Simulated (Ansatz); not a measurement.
# AlClH2Te (SMILES [Cl][AlH][TeH]): functionals against CCSD(T) at one geometry

One table from this session's results is given with a row withheld; the runs are named, their logs left out.

Method: single points in def2-TZVPP; program: Ansatz 0.2.0, Gaussian basis.

Cores are frozen in the correlated methods. Filled d shells of the heavier atoms are correlated. Core potentials replace the inner electrons past krypton, and spin-orbit coupling is left out.

## Where the work starts

SMILES `[Cl][AlH][TeH]`, 5 atoms, charge 0, spin multiplicity 1.

Atoms are counted from 1 here; the program's logs count them from 0.

Bond lengths: Cl1–Al2 1.929 Å, Al2–Te3 2.690 Å, Al2–H4 1.665 Å, Te3–H5 1.679 Å. Angles: Cl1–Al2–Te3 116.5°, Cl1–Al2–H4 129.1°, Te3–Al2–H4 114.1°, Al2–Te3–H5 80.7°.

As a file:

```
Cl   -2.34780    0.16540    0.07610
Al   -0.56830   -0.43840   -0.35780
Te    1.36990    1.42760   -0.34560
H    -0.02060   -1.98760   -0.62620
H     1.40700    0.98790    1.27390
```

The first run:

run/in.yaml

```yaml
crystal:
  periodic: [false, false, false]
  atoms:
    - {symbol: Cl, position_ang: [-2.347800, 0.165400, 0.076100]}
    - {symbol: Al, position_ang: [-0.568300, -0.438400, -0.357800]}
    - {symbol: Te, position_ang: [1.369900, 1.427600, -0.345600]}
    - {symbol: H, position_ang: [-0.020600, -1.987600, -0.626200]}
    - {symbol: H, position_ang: [1.407000, 0.987900, 1.273900]}
basis:
  gaussian: {orbitals: def2-TZVPP}
correlation: {method: ccsd_t}
output: {forces: true}
```

No record of the launch command was kept for these runs.

Among the steps run: CCSD(T)/def2-TZVPP; PBE0-D4/def2-TZVPP; wB97M-V/def2-TZVPP; r2SCAN-D4/def2-TZVPP; PBE-D4/def2-TZVPP; revPBE-D4/def2-TZVPP; r2SCANh-D4/def2-TZVPP.

One table of the session follows, with a row left open; its other results are not shown here.

```
    method  RMS force component (eV/Å)  angle to CCSD(T) forces (°)  dipole (D)
   CCSD(T)                       1.741                    reference        1.29
   PBE0-D4                       1.646                          1.3        1.23
   wB97M-V                       1.702                          2.0        1.37
 r2SCAN-D4                       1.661                          1.5        1.27
    PBE-D4                       1.677                          5.2        1.15
 revPBE-D4                           ?                            ?           ?
r2SCANh-D4                       1.655                          0.9        1.29
```

**Question.** Estimate the row for revPBE-D4.

The run gave: RMS force component (eV/Å): 1.717; angle to CCSD(T) forces (°): 6.0; dipole (D): 1.16. In the column «RMS force component (eV/Å)» it lies between wB97M-V (1.702) and CCSD(T) (1.741).
